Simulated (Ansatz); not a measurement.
# Ge: stress in a strained cell

Ge is deformed so: zz strain of +2 %. What stress and forces result, by LAPW, PAW and all-electron datasets made for the crystal?

Computed with Ansatz 0.2.0 (DFT LDA, scalar-relativistic, unless a step's input says otherwise).

### 1 The starting structure

The structure is cubic, space group Fd-3m (No. 227). The conventional cell has a = 5.658 Å, b = 5.658 Å, c = 5.658 Å, α = 90.00°, β = 90.00°, γ = 90.00°. Ge (site symmetry -43m) has 4 Ge at 2.45 Å as nearest neighbours.

Coordinates:

```
CELL_PARAMETERS angstrom
0.00000 2.82877 2.82877
2.82877 0.00000 2.82877
2.82877 2.82877 0.00000
ATOMIC_POSITIONS crystal
Ge 0.50000 0.50000 0.50000
Ge 0.75000 0.75000 0.75000
```

Atoms are numbered in the order of the input: Ge1, Ge2.

### 2 After the deformation

Space group Fd-3m before, I4_1/amd after.

### 3 LAPW, all electrons

input.yaml reads:

```yaml
crystal:
  lattice:
    - [0.0, 2.82877, 2.8853454]
    - [2.82877, 0.0, 2.8853454]
    - [2.82877, 2.82877, 0.0]
  atoms:
    - { symbol: Ge, position: [0.5, 0.5, 0.5] }
    - { symbol: Ge, position: [0.75, 0.75, 0.75] }
kpoints:
  mp_grid: { grid: [10, 10, 10] }
  band_path:
    path:
      - [0.0, 0.0, 0.0]
      - [0.0, 0.5, 0.5]
      - [0.25, 0.75, 0.5]
      - [0.0, 0.5, 0.0]
      - [0.0, 0.0, 0.0]
      - [0.5, 0.5, 0.0]
      - [0.3701460977, 0.6298539023, 0.0]
      - [-0.3701460977, 0.3701460977, 0.0]
      - [0.0, 0.0, 0.0]
    npoints: 5
scf:
  occupations: { method: fermi_dirac, width: 0.05 }
hamiltonian:
  xc: lda
  pseudopotentials: { kind: all_electron, lapw: { basis_error: 0.00025 } }
output:
  forces: true
  stress: true
  eigenvalues: true
```

Run with:

```bash
> ansatz run input.yaml --threads 1 --pin off --max-ram 3072MiB --backend cpu --events-out ev --progress --plain --runs-dir out
```

### 4 Frozen-core PAW

input.yaml reads:

```yaml
crystal:
  lattice:
    - [0.0, 2.82877, 2.8853454]
    - [2.82877, 0.0, 2.8853454]
    - [2.82877, 2.82877, 0.0]
  atoms:
    - { symbol: Ge, position: [0.5, 0.5, 0.5] }
    - { symbol: Ge, position: [0.75, 0.75, 0.75] }
kpoints:
  mp_grid: { grid: [10, 10, 10] }
scf:
  occupations: { method: fermi_dirac, width: 0.05 }
hamiltonian:
  xc: lda
  pseudopotentials: { kind: paw }
output:
  forces: true
  stress: true
  eigenvalues: true
  efg: { contact_densities: true }
```

### 5 All-electron PAW on datasets made for the crystal

Edit input.yaml of step 4 so:

```diff
@@ -14,3 +14,3 @@
   xc: lda
-  pseudopotentials: { kind: paw }
+  pseudopotentials: { kind: all_electron, datasets: crystal }
 output:
```

(Steps that only read results are left out.)

What does the calculation give? Wanted: pressure; largest shear or deviatoric stress.

The runs gave:

| quantity | value |
| --- | --- |
| pressure | LAPW -2.49, PAW -2.51, crystal datasets -2.49 GPa |
| largest shear or deviatoric stress (LAPW) | 0.96 GPa |

The largest part of the stress beyond the pressure is 0.96 GPa in size, in the zz component; the atoms are carried along and not relaxed. No run of the undeformed cell stands beside it, so the pressure holds what the given cell had before the change. PAW: stress within 0.02 GPa of LAPW. Crystal datasets: stress within 0.01 GPa of LAPW.
